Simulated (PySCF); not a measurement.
# TaSe₂: doublet, from a linear start

The task is one start of a wider search on TaSe₂: the doublet, built as linear. It is relaxed, tested by its Hessian and followed downhill if it is a saddle.

The runs use PySCF 2.14.0; B3LYP, basis Ta def2-SVP with ECP60, Se def2-SVP, scalar-relativistic core potentials, no spin–orbit coupling, density fitting.

### 1 The system as given

3 atoms, charge 0, spin multiplicity 2.

Bond lengths: Ta1–Se2 2.330 Å, Ta1–Se3 2.330 Å. Angles: Se2–Ta1–Se3 180.0°.

Z-matrix (Å, degrees; charge 0 multiplicity 2):
```
Ta
Se 1 2.3300
Se 1 2.3300 2 180.00
```

### 2 First SCF at the start

One driver script runs all steps and calls PySCF; scf.py shows how it sets up the SCF of each step. The optimiser is the driver's own. After this first run the driver tries any further starts and a stability analysis.

File scf.py:

```python
from pyscf import gto, scf, dft
mol = gto.M(atom='''
Ta     0.000000     0.000000     0.000000
Se     0.000000     0.000000     2.330000
Se     0.000000     0.000000    -2.330000''',
    basis={'Ta': 'def2-SVP', 'Se': 'def2-SVP'},
    ecp={'Ta': 'def2-SVP'},
    charge=0, spin=1)
mf = dft.UKS(mol, xc='B3LYP')
mf.grids.atom_grid = (50, 194)
aux = {'Ta': 'def2-universal-JKFIT', 'Se': 'def2-universal-JKFIT'}
mf = mf.density_fit(auxbasis=aux)
mf.conv_tol = 1e-08
mf.diis_space = 10
mf.max_cycle = 60
mf.init_guess = 'minao'
mf.verbose = 4
mf.kernel()
```

Started as:

```console
OMP_NUM_THREADS=2 python axn.py task.json out
```

Further steps of the session: Relaxing the doublet from the linear start; Frequencies; Downhill along the imaginary mode; Is it a minimum? Harmonic modes.

**Question.** What will these runs give? Wanted: minimum; geometry; wavenumbers; dipole moment; highest occupied, lowest empty level; polar-tensor charge of Ta1; zero-point energy; atomisation energy; ⟨S²⟩.

As calculated:

```
                                          quantity                                value
                                           minimum                         doublet, C2v
                                          geometry  Ta–Se 2.300 Å (×2); Se–Ta–Se 108.4°
                                wavenumbers (cm⁻¹)         106 (a1), 335 (a1), 342 (b2)
                                     dipole moment                               4.48 D
highest occupied, lowest empty level (either spin)                      -6.29, -3.58 eV
                        polar-tensor charge of Ta1                              +0.88 e
                                 zero-point energy                           4.7 kJ/mol
                               entropy at 298.15 K                      328.8 J/(mol K)
         atomisation energy (no zero-point energy)                           892 kJ/mol
                                              ⟨S²⟩                                0.768
```

The linear start (D∞h) ends in a minimum of C2v symmetry, after a first stop at a second-order saddle point 197.5 kJ/mol higher, from which it was pushed off along an imaginary mode. The strongest infrared band lies at 342 cm⁻¹ (b2, stretch). Most of the spin sits on Ta1 (Mulliken spin 1.25, against 1 for the whole molecule). Other starts or spin states, not run here, may lie lower. Open d and f shells are described by one determinant, and the ground state may have another occupation or spin. Spin–orbit coupling, left out here, can matter for elements this heavy.
